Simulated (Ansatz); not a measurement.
# AlClGeH6SSn: the cost of one run

Program: Ansatz 0.2.0. Level of theory: RKS PBE0-D4/def2-SVP. These are calculated values, not measurements.

### Step 1. The starting structure

Bond lengths: Cl1–Al2 2.166 Å, Al2–Sn3 2.610 Å, Al2–S4 2.304 Å, S4–Ge5 2.205 Å, Sn3–H6 1.782 Å, Sn3–H7 1.785 Å, Sn3–H8 1.713 Å, Ge5–H9 1.568 Å, Ge5–H10 1.531 Å, Ge5–H11 1.576 Å. Angles (14 of 16 angles, heavy atoms first): Cl1–Al2–Sn3 118.9°, Cl1–Al2–S4 122.8°, Sn3–Al2–S4 118.3°, Al2–S4–Ge5 91.2°, Al2–Sn3–H6 109.4°, Al2–Sn3–H7 110.5°, Al2–Sn3–H8 111.8°, S4–Ge5–H9 113.1°, S4–Ge5–H10 110.0°, S4–Ge5–H11 108.9°, H6–Sn3–H7 107.4°, H6–Sn3–H8 108.5°, H7–Sn3–H8 109.1°, H9–Ge5–H10 109.7°.

Structure file:

```xyz
11

Cl   -2.9431   -1.3492   -0.2370
Al   -0.8151   -1.0045   -0.4479
Sn    0.7757   -1.7185    1.4946
S     0.0996    0.0665   -2.2710
Ge   -0.1243    2.0277   -1.2890
H     1.6371   -0.2851    2.1107
H     2.0066   -2.8685    0.9051
H    -0.0853   -2.4347    2.7903
H    -1.6022    2.3396   -0.8674
H     0.3940    3.1368   -2.2083
H     0.7224    2.0328    0.0407
```

### Step 2. End point A

input.yaml

```yaml
crystal:
  periodic: [false, false, false]
  atoms:
    - { symbol: Cl, position_ang: [-2.9431, -1.3492, -0.237] }
    - { symbol: Al, position_ang: [-0.8151, -1.0045, -0.4479] }
    - { symbol: Sn, position_ang: [0.7757, -1.7185, 1.4946] }
    - { symbol: S, position_ang: [0.0996, 0.0665, -2.271] }
    - { symbol: Ge, position_ang: [-0.1243, 2.0277, -1.289] }
    - { symbol: H, position_ang: [1.6371, -0.2851, 2.1107] }
    - { symbol: H, position_ang: [2.0066, -2.8685, 0.9051] }
    - { symbol: H, position_ang: [-0.0853, -2.4347, 2.7903] }
    - { symbol: H, position_ang: [-1.6022, 2.3396, -0.8674] }
    - { symbol: H, position_ang: [0.394, 3.1368, -2.2083] }
    - { symbol: H, position_ang: [0.7224, 2.0328, 0.0407] }
basis:
  gaussian: { orbitals: def2-SVP }
hamiltonian:
  xc: pbe0
  dispersion: d4
relax:
  f_tol: 0.015
  max_steps: 40
```

Command:

```
ansatz run input.yaml --threads 2 --pin off --max-ram 3072MiB --backend cpu --events-out ev --progress --plain --runs-dir out
```

What time and memory should one allow on 2 threads of Arm Neoverse V1, shared host?

About 4.6 min, with a peak of 0.46 GiB.
